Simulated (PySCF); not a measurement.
**C5H3F3N−: NMR shifts and electronic excitations in gas and solvents**

Aim: compute the NMR shifts and electronic excitations of C5H3F3N− (`FC(F)(F)c1cc[n-]c1`), and see what a dielectric continuum does where one was used.

Programs: PySCF 2.14.0, with density-fitted response routines of our own. Each step states its level of theory. These are calculated values for one molecule, in the gas phase or a continuum, unless marked as measured. Atoms are numbered from 0 throughout.

**1. Starting geometry**

12 atoms, charge -1, multiplicity 1; geometry from: GFN2-xTB.

Bonds of the start (Å): F0–C1 1.36, C1–F2 1.38, C1–F3 1.38, C1–C4 1.45, C4–C5 1.41, C5–C6 1.38, C6–N7 1.35, N7–C8 1.33, C8–C4 1.40, C5–H9 1.08, C6–H10 1.08, C8–H11 1.08.

**2. Relaxing the molecule at PBE0-D3(BJ)/def2-SVP**

What the job is given:

```
{"job": {"xc": "PBE0", "basis": "def2-SVP", "d3": "d3bj", "grid": 1, "kind": "geom"}, "charge": -1, "multiplicity": 1}
F     -2.279869     1.040068     0.682250
C     -1.656558    -0.059456     0.190971
F     -2.335169    -0.332001    -0.978010
F     -2.080613    -1.078848     1.016446
C     -0.218700     0.069756     0.054952
C      0.677369    -0.909977    -0.431639
C      1.919088    -0.319174    -0.372748
N      1.864478     0.942780     0.109594
C      0.576515     1.175358     0.366585
H      0.421696    -1.900455    -0.770661
H      2.867600    -0.749618    -0.660670
H      0.245361     2.120880     0.766904
```

Output:

```text
step   0  E = -545.68897764  max force = 0.025013
step   1  E = -545.69060353  max force = 0.010975
step   2  E = -545.69075990  max force = 0.002696
step   3  E = -545.69082050  max force = 0.001305
step   4  E = -545.69081399  max force = 0.001916
step   5  E = -545.69083840  max force = 0.000355
step   6  E = -545.69084215  max force = 0.000351
optimisation converged
```

Run time: 46 s. Hardware: 1 thread, shared host.

Along the way:

```csv
step,energy from step 0 (eV),largest force component (eV/Å)
0,0.0000,1.2862
1,-0.0442,0.5644
2,-0.0485,0.1386
3,-0.0501,0.0671
4,-0.0500,0.0985
5,-0.0506,0.0183
6,-0.0507,0.0180
```

Close pairs (by a distance rule), those that changed most:

| bond | before (Å) | after (Å) | change (Å) |
| --- | --- | --- | --- |
| C5–C6 | 1.376 | 1.396 | +0.019 |
| C1–F3 | 1.379 | 1.361 | -0.017 |
| C8–H11 | 1.079 | 1.095 | +0.016 |
| C6–H10 | 1.081 | 1.096 | +0.016 |
| C5–H9 | 1.078 | 1.092 | +0.014 |
| C1–F2 | 1.379 | 1.365 | -0.014 |
| C4–C8 | 1.397 | 1.409 | +0.012 |
| C1–C4 | 1.450 | 1.461 | +0.011 |

The end geometry stands in the next job.

```
                         at the end point                value
  point group (found at 0.08 Å tolerance)                   C1
rotational constants (GHz, main isotopes)  3.570, 1.181, 1.047
```

**3. Shielding tensors: PBE0/pcSseg-1 in benzene**

What the job is given:

```
{"job": {"kind": "nmr", "xc": "PBE0", "basis": "pcSseg-1", "solvent": "benzene", "pop": true}, "charge": -1, "multiplicity": 1}
F     -2.204964     0.975541     0.925152
C     -1.671715    -0.058229     0.236635
F     -2.382280    -0.107224    -0.928229
F     -2.064536    -1.182408     0.895858
C     -0.225489     0.056172     0.066274
C      0.658300    -0.921629    -0.463077
C      1.915610    -0.317000    -0.429475
N      1.874754     0.944628     0.072440
C      0.584584     1.168492     0.369229
H      0.401204    -1.923267    -0.812707
H      2.864936    -0.759099    -0.754027
H      0.249821     2.117257     0.800744
```

Level: GIAO PBE0/pcSseg-1 NMR shielding, non-relativistic, IEF-PCM benzene.

Output:

```text
coarse grid: 11616 points
cycle   1  E = -545.8450281597  dE =  1.544e+00  |g| = 9.584e-01  |ddm| = 3.436e+00
cycle   2  E = -545.6749337300  dE =  1.701e-01  |g| = 1.416e+00  |ddm| = 1.790e+00
cycle   3  E = -546.0171622600  dE = -3.422e-01  |g| = 1.255e-01  |ddm| = 1.086e+00
cycle   4  E = -546.0196423342  dE = -2.480e-03  |g| = 7.714e-02  |ddm| = 1.908e-01
cycle   5  E = -546.0210204251  dE = -1.378e-03  |g| = 1.493e-02  |ddm| = 9.031e-02
cycle   6  E = -546.0210657026  dE = -4.528e-05  |g| = 5.386e-03  |ddm| = 1.943e-02
cycle   7  E = -546.0210716950  dE = -5.992e-06  |g| = 9.735e-04  |ddm| = 5.092e-03
final grid: 117960 points
cycle   8  E = -546.0929788455  dE = -4.406e-05  |g| = 7.968e-03  |ddm| = 3.551e-02
cycle   9  E = -546.0929707638  dE =  8.082e-06  |g| = 1.073e-02  |ddm| = 1.669e-02
cycle  10  E = -546.0929922454  dE = -2.148e-05  |g| = 8.251e-04  |ddm| = 8.773e-03
cycle  11  E = -546.0929923677  dE = -1.223e-07  |g| = 4.035e-04  |ddm| = 1.112e-03
cycle  12  E = -546.0929924012  dE = -3.345e-08  |g| = 1.256e-04  |ddm| = 4.982e-04
cycle  13  E = -546.0929924040  dE = -2.852e-09  |g| = 3.752e-05  |ddm| = 1.427e-04
cycle  14  E = -546.0929924043  dE = -3.052e-10  |g| = 9.982e-06  |ddm| = 4.239e-05
converged SCF energy = -546.0929924043

GIAO shielding tensors (ppm)
atom      isotropic    diamagn.    paramagn.     s11        s22        s33       span
  0 F      263.714     474.155    -210.441    181.844    246.880    362.419    180.575
  1 C       48.349     238.095    -189.746     39.919     46.496     58.632     18.712
  2 F      228.667     475.186    -246.519    138.920    209.418    337.663    198.743
  3 F      236.850     475.207    -238.356    155.383    212.678    342.490    187.107
  4 C       74.281     262.496    -188.215     15.914     67.190    139.739    123.826
  5 C       79.149     249.980    -170.831     -4.908     82.783    159.573    164.481
  6 C       52.597     253.479    -200.882    -25.441     62.169    121.064    146.506
  7 N      -28.168     335.493    -363.661   -240.825    -92.605    248.925    489.750
  8 C       54.157     248.641    -194.485    -25.181     62.729    124.921    150.102
  9 H       25.091      32.341      -7.250     22.945     25.036     27.292      4.347
 10 H       24.614      31.015      -6.401     21.686     24.879     27.276      5.590
 11 H       24.323      31.682      -7.358     20.895     24.477     27.598      6.704
```

Wall time 15 s (1 thread, shared host).

Shifts follow as δ = σ(reference) − σ, with reference shieldings (ppm) from runs at the same level and on the same kind of geometry: 1H TMS 31.25, 13C TMS 184.9, 19F CFCl3 178.7, 15N NH3 267.0. The references are single molecules in the same continuum, so shifts against H2O, NH3, PH3, H3PO4 or CFCl3 are not on the usual liquid scales and can be off by tens of ppm. Atoms listed in one row are averaged.

```csv
atoms,environment,σ (ppm),δ (ppm)
C1,CF3 carbon,48.3,136.5
C6,aromatic CH next to a ring nitrogen,52.6,132.3
C8,aromatic CH next to a ring nitrogen,54.2,130.7
C4,substituted aromatic carbon,74.3,110.6
C5,aromatic CH,79.1,105.7
H11,hydrogen on an aromatic CH next to a ring nitrogen,24.32,6.93
H10,hydrogen on an aromatic CH next to a ring nitrogen,24.61,6.64
H9,hydrogen on an aromatic CH,25.09,6.16
"F0, F2, F3",fluorine of a CF3 group,243.1,-64.3
N7,pyridine-type nitrogen of an azole,-28.2,295.2
```

The run also stored atomic charges by several schemes (e):

```
     atoms  Mulliken    IAO  Hirshfeld  ESP fit
F0, F2, F3     -0.31  -0.31      -0.14    -0.21
        C1      0.91   0.79       0.23     0.45
        C4     -0.49  -0.22      -0.15    -0.10
        C5     -0.19  -0.29      -0.17    -0.59
        C6      0.00  -0.14      -0.11     0.16
        N7     -0.49  -0.43      -0.31    -0.68
        C8      0.07  -0.12      -0.11     0.06
```

Mayer bond orders: F0–C1 0.97, C1–F2 0.96, C1–F3 0.96, C1–C4 1.05, C4–C5 1.28, C5–C6 1.46, C6–N7 1.41, N7–C8 1.50, C8–C4 1.38.

Ring of atoms C4, C5, C6, N7, C8: NICS(0) -13.3, NICS(1) -12.2, NICS(1)zz -32.0 ppm (means of both faces).

**4. NMR shieldings: PBE0/pcSseg-1 in cyclohexane**

Same as in step 3 but for these lines:

```diff
@@ -1,2 +1,2 @@
-{"job": {"kind": "nmr", "xc": "PBE0", "basis": "pcSseg-1", "solvent": "benzene", "pop": true}, "charge": -1, "multiplicity": 1}
+{"job": {"kind": "nmr", "xc": "PBE0", "basis": "pcSseg-1", "solvent": "cyclohexane", "pop": false}, "charge": -1, "multiplicity": 1}
 F     -2.204964     0.975541     0.925152
```

With the program's defaults for keys left out, this is: GIAO PBE0/pcSseg-1 NMR shielding, non-relativistic, IEF-PCM cyclohexane.

Output:

```text
coarse grid: 11616 points
cycle   1  E = -545.8396709614  dE =  1.549e+00  |g| = 9.591e-01  |ddm| = 3.436e+00
cycle   2  E = -545.6674262920  dE =  1.722e-01  |g| = 1.420e+00  |ddm| = 1.805e+00
cycle   3  E = -546.0120811747  dE = -3.447e-01  |g| = 1.285e-01  |ddm| = 1.101e+00
cycle   4  E = -546.0147113053  dE = -2.630e-03  |g| = 7.824e-02  |ddm| = 1.964e-01
cycle   5  E = -546.0161307232  dE = -1.419e-03  |g| = 1.511e-02  |ddm| = 9.225e-02
cycle   6  E = -546.0161771810  dE = -4.646e-05  |g| = 5.446e-03  |ddm| = 1.974e-02
cycle   7  E = -546.0161833243  dE = -6.143e-06  |g| = 1.008e-03  |ddm| = 5.196e-03
final grid: 117960 points
cycle   8  E = -546.0880959590  dE = -4.398e-05  |g| = 7.988e-03  |ddm| = 3.551e-02
cycle   9  E = -546.0880876648  dE =  8.294e-06  |g| = 1.078e-02  |ddm| = 1.682e-02
cycle  10  E = -546.0881094364  dE = -2.177e-05  |g| = 8.362e-04  |ddm| = 8.882e-03
cycle  11  E = -546.0881095620  dE = -1.256e-07  |g| = 4.128e-04  |ddm| = 1.146e-03
cycle  12  E = -546.0881095974  dE = -3.532e-08  |g| = 1.272e-04  |ddm| = 5.146e-04
cycle  13  E = -546.0881096003  dE = -2.929e-09  |g| = 3.806e-05  |ddm| = 1.444e-04
cycle  14  E = -546.0881096006  dE = -3.171e-10  |g| = 1.024e-05  |ddm| = 4.349e-05
converged SCF energy = -546.0881096006

GIAO shielding tensors (ppm)
atom      isotropic    diamagn.    paramagn.     s11        s22        s33       span
  0 F      263.888     474.176    -210.288    182.043    247.086    362.534    180.491
  1 C       48.315     238.142    -189.826     39.822     46.400     58.724     18.902
  2 F      228.759     475.209    -246.450    139.005    209.535    337.737    198.733
  3 F      236.961     475.230    -238.269    155.515    212.788    342.580    187.064
  4 C       74.385     262.503    -188.118     16.118     67.297    139.739    123.621
  5 C       79.285     249.996    -170.711     -4.773     83.200    159.427    164.201
  6 C       52.665     253.432    -200.767    -25.471     62.586    120.879    146.350
  7 N      -29.004     335.352    -364.356   -242.673    -93.036    248.698    491.371
  8 C       54.201     248.605    -194.404    -25.297     63.120    124.781    150.078
  9 H       25.120      32.380      -7.260     22.990     25.056     27.314      4.324
 10 H       24.633      31.039      -6.406     21.721     24.885     27.292      5.571
 11 H       24.337      31.699      -7.362     20.923     24.472     27.616      6.693
```

It took 14 s on 1 thread, shared host.

In short: δ C1 136.5, C6 132.2, C8 130.6, C4 110.4, H11 6.92, H10 6.62 ppm.

**5. TDDFT and polarisability: PBE0/def2-SVPD**

Same as in step 4 but for these lines:

```diff
@@ -1,2 +1,2 @@
-{"job": {"kind": "nmr", "xc": "PBE0", "basis": "pcSseg-1", "solvent": "cyclohexane", "pop": false}, "charge": -1, "multiplicity": 1}
+{"job": {"kind": "uv", "xc": "PBE0", "basis": "def2-SVPD", "dynamic": true, "nstates": 6, "ntriplets": 0}, "charge": -1, "multiplicity": 1}
 F     -2.204964     0.975541     0.925152
```

Level: TDDFT PBE0/def2-SVPD, vertical, gas phase, core orbitals frozen in the response.

Output:

```text
coarse grid: 11616 points
cycle   1  E = -545.4769614229  dE =  1.523e+00  |g| = 9.117e-01  |ddm| = 6.278e+00
cycle   2  E = -545.2776161700  dE =  1.993e-01  |g| = 1.391e+00  |ddm| = 6.802e+00
cycle   3  E = -545.6435107498  dE = -3.659e-01  |g| = 1.661e-01  |ddm| = 4.940e+00
cycle   4  E = -545.6488955468  dE = -5.385e-03  |g| = 7.912e-02  |ddm| = 7.042e-01
cycle   5  E = -545.6503892998  dE = -1.494e-03  |g| = 1.426e-02  |ddm| = 3.286e-01
cycle   6  E = -545.6504317489  dE = -4.245e-05  |g| = 5.802e-03  |ddm| = 6.968e-02
cycle   7  E = -545.6504395463  dE = -7.797e-06  |g| = 1.186e-03  |ddm| = 1.532e-02
final grid: 117960 points
cycle   8  E = -545.7230169435  dE = -3.405e-05  |g| = 8.502e-03  |ddm| = 1.354e-01
cycle   9  E = -545.7230026300  dE =  1.431e-05  |g| = 1.210e-02  |ddm| = 6.660e-02
cycle  10  E = -545.7230325722  dE = -2.994e-05  |g| = 9.953e-04  |ddm| = 3.802e-02
cycle  11  E = -545.7230327733  dE = -2.012e-07  |g| = 4.595e-04  |ddm| = 3.889e-03
cycle  12  E = -545.7230328203  dE = -4.701e-08  |g| = 1.165e-04  |ddm| = 1.906e-03
cycle  13  E = -545.7230328230  dE = -2.687e-09  |g| = 4.315e-05  |ddm| = 5.053e-04
cycle  14  E = -545.7230328235  dE = -4.354e-10  |g| = 1.388e-05  |ddm| = 1.231e-04
converged SCF energy = -545.7230328235

Static polarisability (au): isotropic 75.066, principal 53.922 79.474 91.803

Singlet excitations
state   eV       nm        f      main configurations
  1   4.7201    262.7   0.00024   H->L 0.93
  2   5.2724    235.2   0.02974   H->L+1 0.86
  3   5.4000    229.6   0.00181   H-1->L 0.88
  4   5.5029    225.3   0.00174   H->L+2 0.96
  5   5.9417    208.7   0.08385   H->L+3 0.89
  6   6.0035    206.5   0.00046   H-1->L+1 0.96
```

Wall time 31 s (1 thread, shared host).

Frontier orbitals and where they lie:

| orbital | eV | atoms |
| --- | --- | --- |
| HOMO−3 | -5.83 | C6 27 %, H10 16 %, C5 15 % |
| HOMO−2 | -2.54 | N7 65 %, C8 11 %, C6 10 % |
| HOMO−1 | -1.85 | N7 30 %, C4 26 %, C5 19 % |
| HOMO | -1.18 | C6 26 %, C8 24 %, C5 19 % |
| LUMO | 4.50 | C1 22 %, F0 15 %, F3 14 % |
| LUMO+1 | 5.15 | C6 24 %, H10 19 %, H9 16 % |
| LUMO+2 | 5.31 | F0 18 %, H11 17 %, F3 16 % |

With each of the 6 states as a Gaussian band of 0.4 eV half-width at 1/e, the curve within the window shown has maxima at 210 nm (ε 3,500) L/(mol cm). Beyond the last state computed it falls off for lack of states. The curve at chosen wavelengths:

(nm, ε (L/mol/cm)): (197, 1512), (201, 2424), (205, 3183), (209, 3520), (214, 3295), (218, 2826), (222, 2351), (226, 1998), (230, 1767), (234, 1593), (239, 1360), (243, 1137), (247, 895), (251, 662), (255, 463), (259, 307), (264, 172), (268, 104), (272, 62), (276, 36), (280, 21), (284, 12), (289, 6), (293, 4), (297, 2), (301, 1)

Ground-state properties from the same run:

| property | computed |
| --- | --- |
| polarisability (Å³) | 11.12 |
| HOMO–LUMO gap (eV) | 5.67 |
| −ε(HOMO) (eV) | 1.18 |
| C6 with itself (au) | 2286 |

**6. Excited states and response: PBE0/def2-SVPD in benzene**

Same as in step 5 but for these lines:

```diff
@@ -1,2 +1,2 @@
-{"job": {"kind": "uv", "xc": "PBE0", "basis": "def2-SVPD", "dynamic": true, "nstates": 6, "ntriplets": 0}, "charge": -1, "multiplicity": 1}
+{"job": {"kind": "uv", "xc": "PBE0", "basis": "def2-SVPD", "solvent": "benzene", "nstates": 6, "ntriplets": 0}, "charge": -1, "multiplicity": 1}
 F     -2.204964     0.975541     0.925152
```

With the program's defaults for keys left out, this is: TDDFT PBE0/def2-SVPD, vertical, IEF-PCM benzene (non-equilibrium linear response), core orbitals frozen in the response.

Output:

```text
coarse grid: 11616 points
cycle   1  E = -545.5285149900  dE =  1.472e+00  |g| = 9.055e-01  |ddm| = 6.292e+00
cycle   2  E = -545.3545614249  dE =  1.740e-01  |g| = 1.350e+00  |ddm| = 5.867e+00
cycle   3  E = -545.6928384569  dE = -3.383e-01  |g| = 1.326e-01  |ddm| = 4.191e+00
cycle   4  E = -545.6959220212  dE = -3.084e-03  |g| = 7.326e-02  |ddm| = 5.415e-01
cycle   5  E = -545.6971970118  dE = -1.275e-03  |g| = 1.256e-02  |ddm| = 2.895e-01
cycle   6  E = -545.6972296343  dE = -3.262e-05  |g| = 5.153e-03  |ddm| = 6.624e-02
cycle   7  E = -545.6972356491  dE = -6.015e-06  |g| = 7.770e-04  |ddm| = 1.337e-02
final grid: 117960 points
cycle   8  E = -545.7697638733  dE = -3.503e-05  |g| = 8.244e-03  |ddm| = 1.323e-01
cycle   9  E = -545.7697526727  dE =  1.120e-05  |g| = 1.139e-02  |ddm| = 5.914e-02
cycle  10  E = -545.7697784819  dE = -2.581e-05  |g| = 8.104e-04  |ddm| = 3.257e-02
cycle  11  E = -545.7697786069  dE = -1.250e-07  |g| = 4.009e-04  |ddm| = 2.992e-03
cycle  12  E = -545.7697786412  dE = -3.432e-08  |g| = 1.100e-04  |ddm| = 1.638e-03
cycle  13  E = -545.7697786436  dE = -2.409e-09  |g| = 3.518e-05  |ddm| = 4.940e-04
cycle  14  E = -545.7697786439  dE = -2.813e-10  |g| = 1.118e-05  |ddm| = 9.271e-05
converged SCF energy = -545.7697786439

Static polarisability (au): isotropic 85.111, principal 60.484 91.303 103.547

Singlet excitations
state   eV       nm        f      main configurations
  1   5.1418    241.1   0.00040   H->L 0.92
  2   5.7548    215.4   0.04466   H->L+1 0.77, H-1->L 0.12
  3   5.8697    211.2   0.00132   H-1->L 0.82, H->L+1 0.11
  4   5.9495    208.4   0.04800   H->L+3 0.60, H->L+2 0.33
  5   5.9612    208.0   0.09684   H->L+2 0.55, H->L+3 0.35
  6   6.3635    194.8   0.00336   H-1->L+2 0.52, H->L+4 0.45
```

Wall time 26 s (1 thread, shared host).

In short: HOMO -3.62 eV, LUMO 2.54 eV; lowest singlet 5.14 eV.

**7. Ultraviolet spectrum: PBE0/def2-SVPD in cyclohexane**

Same as in step 6 but for these lines:

```diff
@@ -1,2 +1,2 @@
-{"job": {"kind": "uv", "xc": "PBE0", "basis": "def2-SVPD", "solvent": "benzene", "nstates": 6, "ntriplets": 0}, "charge": -1, "multiplicity": 1}
+{"job": {"kind": "uv", "xc": "PBE0", "basis": "def2-SVPD", "solvent": "cyclohexane", "nstates": 6, "ntriplets": 0}, "charge": -1, "multiplicity": 1}
 F     -2.204964     0.975541     0.925152
```

With the program's defaults for keys left out, this is: TDDFT PBE0/def2-SVPD, vertical, IEF-PCM cyclohexane (non-equilibrium linear response), core orbitals frozen in the response.

Output:

```text
coarse grid: 11616 points
cycle   1  E = -545.5232306019  dE =  1.477e+00  |g| = 9.062e-01  |ddm| = 6.290e+00
cycle   2  E = -545.3467148090  dE =  1.765e-01  |g| = 1.355e+00  |ddm| = 5.951e+00
cycle   3  E = -545.6878388459  dE = -3.411e-01  |g| = 1.358e-01  |ddm| = 4.261e+00
cycle   4  E = -545.6911139327  dE = -3.275e-03  |g| = 7.402e-02  |ddm| = 5.571e-01
cycle   5  E = -545.6924168340  dE = -1.303e-03  |g| = 1.271e-02  |ddm| = 2.942e-01
cycle   6  E = -545.6924502653  dE = -3.343e-05  |g| = 5.213e-03  |ddm| = 6.646e-02
cycle   7  E = -545.6924564414  dE = -6.176e-06  |g| = 8.140e-04  |ddm| = 1.357e-02
final grid: 117960 points
cycle   8  E = -545.7649908680  dE = -3.494e-05  |g| = 8.267e-03  |ddm| = 1.326e-01
cycle   9  E = -545.7649794010  dE =  1.147e-05  |g| = 1.145e-02  |ddm| = 5.981e-02
cycle  10  E = -545.7650055693  dE = -2.617e-05  |g| = 8.232e-04  |ddm| = 3.306e-02
cycle  11  E = -545.7650056983  dE = -1.290e-07  |g| = 4.085e-04  |ddm| = 3.076e-03
cycle  12  E = -545.7650057342  dE = -3.586e-08  |g| = 1.104e-04  |ddm| = 1.672e-03
cycle  13  E = -545.7650057366  dE = -2.427e-09  |g| = 3.568e-05  |ddm| = 4.909e-04
cycle  14  E = -545.7650057369  dE = -2.939e-10  |g| = 1.144e-05  |ddm| = 9.480e-05
converged SCF energy = -545.7650057369

Static polarisability (au): isotropic 83.743, principal 59.502 89.685 102.042

Singlet excitations
state   eV       nm        f      main configurations
  1   5.0998    243.1   0.00038   H->L 0.92
  2   5.7042    217.4   0.04250   H->L+1 0.81, H-1->L 0.11
  3   5.8214    213.0   0.00143   H-1->L 0.83, H->L+1 0.11
  4   5.9058    209.9   0.00388   H->L+3 0.93
  5   5.9584    208.1   0.13461   H->L+2 0.88
  6   6.3591    195.0   0.00421   H-1->L+2 0.54, H->L+5 0.24, H->L+4 0.19
```

Run time: 24 s. Hardware: 1 thread, shared host.

In short: HOMO -3.38 eV, LUMO 2.73 eV; lowest singlet 5.10 eV.

**8. Side by side: NMR shifts**

Shifts (ppm) of some atoms, chosen among heavy atoms and hydrogens apart, means over like atoms, with basis size and wall time:

```
                         run     C6     C4     C5   H10    H9     F0     N7  functions  time
    PBE0/pcSseg-1 in benzene  132.3  110.6  105.7  6.64  6.16  -64.3  295.2        168  15 s
PBE0/pcSseg-1 in cyclohexane  132.2  110.4  105.5  6.62  6.14  -64.6  295.9        168  14 s
```

The continuum's effect on the ground state:

| solvent | ε | polarisation energy (Eh) |
| --- | --- | --- |
| cyclohexane | 2.02 | -0.0433 |
| benzene | 2.27 | -0.0483 |

**9. Comparing the runs: electronic excitations**

Excitations and ground-state properties, with basis size and wall time:

| run | lowest singlet (eV) | brightest (eV) | f | gap (eV) | α (Å³) | functions | time |
| --- | --- | --- | --- | --- | --- | --- | --- |
| PBE0/def2-SVPD | 4.72 | 5.94 | 0.084 | 5.67 | 11.12 | 213 | 31 s |
| PBE0/def2-SVPD in benzene | 5.14 | 5.96 | 0.097 | 6.16 | 12.61 | 213 | 26 s |
| PBE0/def2-SVPD in cyclohexane | 5.10 | 5.96 | 0.135 | 6.11 | 12.41 | 213 | 24 s |

The continuum's effect on the ground state:

```
    solvent     ε  polarisation energy (Eh)
cyclohexane  2.02                   -0.0424
    benzene  2.27                   -0.0472
```

**10. What came out**

| quantity | value |
| --- | --- |
| point group | C1 |
| rotational constants (main isotopes) | 3.57, 1.18, 1.05 GHz |
| 13C shifts against TMS (PBE0/pcSseg-1, benzene) | 136.5, 132.3, 130.7, 110.6, 105.7 ppm |
| 1H shifts against TMS (PBE0/pcSseg-1, benzene) | 6.93, 6.64, 6.16 ppm |
| 19F shifts against CFCl3 (PBE0/pcSseg-1, benzene, means over atoms taken as alike) | -64.3 ppm |
| 15N shifts against NH3 (PBE0/pcSseg-1, benzene) | 295.2 ppm |
| lowest singlet (PBE0/def2-SVPD) | 4.72 eV (263 nm), f = 0.000 |
| brightest single state of those computed | state 5, 5.94 eV, f = 0.084 |
| range of the shift of N7 | 295.2 to 295.9 ppm |
| range of the lowest singlet | 4.72 to 5.14 eV |

**Reading.** The optimisation took 6 steps and gained 0.051 eV; among the close pairs (by a distance rule), C5–C6 changed most, from 1.376 to 1.396 Å. At PBE0/pcSseg-1: The widest tensor belongs to N7: span 490 ppm, with a paramagnetic part of -364 ppm. NICS(1)zz of -32 ppm above the planar ring from C4 marks a diatropic (aromatic) ring current. The lowest singlet, at 4.72 eV, is HOMO→LUMO 0.93 and is dark; of the 6 states computed, the strongest absorption comes from state 5 at 5.94 eV. The lowest singlet lies above −ε(HOMO); no detachment energy was computed, so the anion's states may not be bound. In ppm, N7 moves most: its shift spreads over 0.7 ppm, from 295.2 (PBE0/pcSseg-1 in benzene) to 295.9 (PBE0/pcSseg-1 in cyclohexane). The continuum holds electrostatics alone: no hydrogen bonds to the solvent, and the gas-phase geometry is kept. The lowest singlet runs from 4.72 eV (PBE0/def2-SVPD) to 5.14 eV (PBE0/def2-SVPD in benzene), while the orbital gap spans 5.67 to 6.16 eV. The lowest state need not be the same one in every run.
